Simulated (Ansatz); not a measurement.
**CsLiCr2Te2S3: relaxation of cell and atoms with PBE**

Crystal: CsLiCr2Te2S3.

```
Cs Li Cr Te S
1.0
     3.42162   -5.18069    0.00784
     3.42162    5.18069    0.00784
    -2.90411    0.00000    7.43093
Cs Li Cr Te S
1 1 2 2 3
Direct
  0.09374 0.09374 0.00853
  0.58875 0.58875 0.55336
  0.05646 0.46755 0.55790
  0.46755 0.05646 0.55790
  0.56486 0.87357 0.29035
  0.87357 0.56486 0.29035
  0.81151 0.39697 0.73347
  0.39697 0.81151 0.73347
  0.21404 0.21404 0.48371
```

The cell was built by a generator and needn't be a form met in nature.

| Quantity | Value |
| --- | --- |
| Program | Ansatz 0.2.0 |
| Task | relaxation of cell and atoms |
| Functional | PBE |
| Potentials or basis | all-electron PAW datasets made for the crystal |
| k mesh | 3 × 3 × 2 |
| Occupations | fermi-dirac, width 0.05 eV |
| Spin | collinear spin, ferromagnetic start |
| Starting moments | [0.0, 0.0, 3.0, 3.0, 0.0, 0.0, 0.0, 0.0, 0.0] μB |

The relaxed volume is 29.45 Å³/atom, the relaxed cell is a = 6.192 Å, b = 6.192 Å, c = 7.994 Å, α = 101.48°, β = 101.48°, γ = 112.22° and the space group after relaxing (to 0.05 Å) is Cm (No. 8). The energy gained by relaxing is 0.5 meV/atom. The ionic steps are 8, the pressure after relaxing is 0.0 GPa and the largest force after relaxing is 0.005 eV/Å. The band gap on the k mesh is none (metal or under the smearing width) and the net moment is 4.01 μB per cell. The absolute moment is 5.80 μB per cell and the site moments are Cs -0.00; Li +0.00; Cr +2.03; Te -0.14; S -0.06, -0.05 μB.

Forces in eV/Å, atoms in the order of the input:
```
Cs   0.001  0.000  0.001
Li   0.001  0.000 -0.001
Cr   0.001  0.002 -0.004
Cr   0.001 -0.002 -0.004
Te   0.000  0.000  0.002
Te   0.000  0.000  0.002
S   -0.002  0.001  0.003
S   -0.002 -0.001  0.003
S    0.000  0.000 -0.001
```

The path:
```
step  energy change (eV)  largest force (eV/Å)  volume (Å³)
   1              0.0000                0.0401       263.68
   2             -0.0018                0.0320       263.60
   3             -0.0033                0.0512       264.38
   4             -0.0042                0.0263       264.23
   5             -0.0046                0.0158       264.46
   6             -0.0048                0.0061       264.73
   7             -0.0048                0.0048       265.02
   8             -0.0049                0.0048       265.02
```

Final structure:
```yaml
crystal:
  lattice:
    - [3.45230, -5.14001, 0.02183]
    - [3.45230, 5.14001, 0.02183]
    - [-2.89980, 0.00000, 7.44913]
  atoms:
    - { symbol: Cs, position: [0.09093, 0.09093, 0.00944] }
    - { symbol: Li, position: [0.58838, 0.58838, 0.55580] }
    - { symbol: Cr, position: [0.06299, 0.47549, 0.55909] }
    - { symbol: Cr, position: [0.47549, 0.06299, 0.55909] }
    - { symbol: Te, position: [0.55702, 0.86174, 0.28860] }
    - { symbol: Te, position: [0.86174, 0.55702, 0.28860] }
    - { symbol: S, position: [0.81654, 0.39843, 0.73274] }
    - { symbol: S, position: [0.39843, 0.81654, 0.73274] }
    - { symbol: S, position: [0.21593, 0.21593, 0.48294] }
```

Levels at points of the mesh, in eV from the Fermi level:
Spin up:
```tsv
k point	band 47	band 48	band 49	band 50	band 51	band 52	band 53	band 54	band 55	band 56
(0.00, 0.00, 0.00)	-1.20	-1.16	-0.76	-0.55	-0.34	-0.27	0.21	0.63	1.07	1.68
(0.00, 0.00, -0.50)	-1.23	-1.15	-0.78	-0.51	-0.35	-0.18	0.09	0.56	0.68	1.67
```
Spin down:
| k point | band 43 | band 44 | band 45 | band 46 | band 47 | band 48 | band 49 | band 50 | band 51 | band 52 |
| --- | --- | --- | --- | --- | --- | --- | --- | --- | --- | --- |
| (0.00, 0.00, 0.00) | -2.16 | -2.03 | -1.70 | -0.76 | -0.64 | 0.65 | 0.82 | 1.04 | 1.12 | 1.40 |
| (0.00, 0.00, -0.50) | -2.34 | -2.23 | -1.72 | -0.79 | -0.61 | 0.66 | 0.78 | 1.09 | 1.20 | 1.29 |

Wall time 2.3 min on 8 threads of Intel(R) Xeon(R) Platinum 8559C (Emerald Rapids) (shared host), peak memory 3.3 GiB.

Caveat: the k mesh is coarse (spacing up to 0.42 Å⁻¹), so the values aren't converged; the k mesh is thin for a metal, which can move the energy by tens of meV per atom; only a ferromagnetic start was run, and an antiferromagnetic order may lie lower in energy. With open d or f shells a metallic result of PBE can be an artefact of self-interaction; +U or a hybrid may open a gap.
